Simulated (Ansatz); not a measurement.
# H5Sn: the cost of one run

Method: UKS BLYP/def2-SVP, in Ansatz 0.2.0.

### Step 1. Starting point

Bond lengths: Sn1–H2 1.990 Å, Sn1–H3 1.740 Å, Sn1–H4 1.739 Å, Sn1–H5 1.739 Å. Angles: H2–Sn1–H3 109.4°, H2–Sn1–H4 109.5°, H2–Sn1–H5 109.5°, H3–Sn1–H4 109.5°, H3–Sn1–H5 109.5°, H4–Sn1–H5 109.5°.

As a file:

```xyz
6

Sn    0.0000    0.0000    0.0000
H     0.0000    0.0000    1.9900
H     1.6408    0.0000   -0.5794
H    -0.8195    1.4198   -0.5794
H    -0.8195   -1.4198   -0.5794
H     0.0000    0.0000    2.9500
```

### Step 2. Pulling towards end A

Springs on the bonds that form and break draw the guess towards this end; the thresholds are loose.

input.yaml

```yaml
crystal:
  periodic: [false, false, false]
  atoms:
    - { symbol: Sn, position_ang: [0.0, 0.0, 0.0] }
    - { symbol: H, position_ang: [0.0, 0.0, 1.99] }
    - { symbol: H, position_ang: [1.6408, 0.0, -0.5794] }
    - { symbol: H, position_ang: [-0.8195, 1.4198, -0.5794] }
    - { symbol: H, position_ang: [-0.8195, -1.4198, -0.5794] }
    - { symbol: H, position_ang: [0.0, 0.0, 2.95] }
magnetization:
  spin_polarized: true
  initial_magnetization: 1
basis:
  gaussian: { orbitals: def2-SVP }
hamiltonian:
  xc: blyp
relax:
  f_tol: 0.15
  max_steps: 25
  restrain:
    - { distance: [1, 5], at: 1.86, k: 30.0 }
    - { distance: [0, 1], at: 1.74, k: 30.0 }
output:
  orbitals: {}
```

Started as:

```bash
$ ansatz run input.yaml --threads 1 --pin off --max-ram 2048MiB --backend cpu --events-out ev --progress --plain --runs-dir out
```

Q: Estimate wall time and peak memory on 1 thread of Arm Neoverse V2, shared host.

About 7.5 s, with a peak of 0.11 GiB.
